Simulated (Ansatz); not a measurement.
# BeGe (triplet): wave-function methods side by side at distance Ge1–Be2 = 2.607 Å, cc-pVDZ

How much of the correlation energy of BeGe (triplet) does each wave-function method recover here?

The runs use Ansatz 0.2.0, Gaussian basis; cc-pVDZ, core rule «outside noble gas», up to 15 orbitals frozen.

The runs, in order: UHF; CCSD(T) on ROHF; CCSD(T) on UHF; BCCD(T) on ROHF; CISD as a restricted active space (open shells left free, so some higher excitations enter); CCSDT(Q) on ROHF; CCSDT(Q) on UHF; CASSCF and MRCISD+Q, 4 electrons in 4 orbitals; CASSCF and NEVPT2, 4 electrons in 4 orbitals; CASSCF and MRCISD+Q, 6 electrons in 8 orbitals; CASSCF and NEVPT2, 6 electrons in 8 orbitals; Full CI.

22 further runs of the same task are left out: 4 for a known fault of the program, 15 that didn't finish, 3 set aside as unsound or not needed. Runs told in other sessions of the task aren't counted.

## (1) The system

The geometry derives from a PBE0/def2-TZVP stationary point (not a proven minimum). One bond is set to the value named and the two fragments are kept rigid. No spin-orbit coupling is included. The filled d shell of Ge may be among the frozen orbitals whatever the setting's name suggests.

2 atoms, charge 0, spin multiplicity 3.

Atoms are counted from 1 here; the program's logs count them from 0.

No contacts short enough for the rule that draws bonds.

As a file:

```xyz
2

Ge    0.0000    0.0000    0.0000
Be    0.0000    0.0000    2.6070
```

## (2) UHF

File in.yaml:

```yaml
crystal:
  periodic: [false, false, false]
  atoms:
    - {symbol: Ge, position_ang: [0.000000, 0.000000, 0.000000]}
    - {symbol: Be, position_ang: [0.000000, 0.000000, 2.607000]}
basis:
  gaussian: {orbitals: cc-pVDZ}
magnetization: {spin_polarized: true, initial_magnetization: 2}
hamiltonian: {xc: hf}
output: {orbitals: {seedname: orbitals}}
```

Started as:

```sh
ansatz run in.yaml --threads 1 --pin off --events-out ev --progress --plain --max-ram 2393MiB
```

Further steps of the session: CCSD(T) on ROHF; CCSD(T) on UHF; BCCD(T) on ROHF; CISD as a restricted active space (open shells left free, so some higher excitations enter); CCSDT(Q) on ROHF; CCSDT(Q) on UHF; CASSCF and MRCISD+Q, 4 electrons in 4 orbitals; CASSCF and NEVPT2, 4 electrons in 4 orbitals; CASSCF and MRCISD+Q, 6 electrons in 8 orbitals; CASSCF and NEVPT2, 6 electrons in 8 orbitals; Full CI.

Before running them: what should the planned runs give, taken together? Wanted: FCI from the RHF energy; RMP2 from FCI; UMP2 from FCI; RCCSD from FCI; RCCSD(T) from FCI; UCCSD(T) from FCI; RCCSDT(Q) from FCI; UCCSDT(Q) from FCI; NEVPT2 pair from FCI.

As calculated:

```
                         quantity                                                                  value
          FCI from the ROHF energy                                                             -3.3243 eV
                    RMP2 from FCI                                                        +23.68 kcal/mol
                    UMP2 from FCI                                                        +24.37 kcal/mol
                   RCCSD from FCI                                                         +4.40 kcal/mol
                RCCSD(T) from FCI                                                         +1.31 kcal/mol
                UCCSD(T) from FCI                                                         +1.55 kcal/mol
               RCCSDT(Q) from FCI                                                         +0.03 kcal/mol
               UCCSDT(Q) from FCI                                                         -0.14 kcal/mol
             NEVPT2 pair from FCI                                                        +18.49 kcal/mol
           MRCISD+Q pair from FCI                                                         +0.43 kcal/mol
          NEVPT2 valence from FCI                                                         +8.42 kcal/mol
levels within 1 kcal/mol (43 meV)  RCCSDT, UCCSDT, RCCSDT(Q), UCCSDT(Q), MRCISD+Q pair, MRCISD+Q valence
                    T1 diagnostic                                                                  0.050
   effectively unpaired electrons                                                                   2.28
```

RCCSD(T) misses by +1.31 kcal/mol, 1.7 % of the correlation energy. UCCSDT(Q), MRCISD+Q valence fall below full CI: unrestricted runs freeze a spin-polarised core, another one than full CI's, and coupled cluster isn't variational. The occupations show static correlation (2.28 effectively unpaired electrons where one determinant has 2). Of the multireference levels listed MRCISD+Q valence comes nearest in total energy (-0.40 kcal/mol), which doesn't show that its space is the better one. These misses are within one basis, not against nature; the frozen cores of restricted and unrestricted runs differ, which can shift their rows.

Levels on UHF freeze UHF's core orbitals, full CI those of ROHF, so the U rows can settle a little off it for that reason alone.

With open shells the CI space here admits some higher excitations, so it is larger than plain CISD.
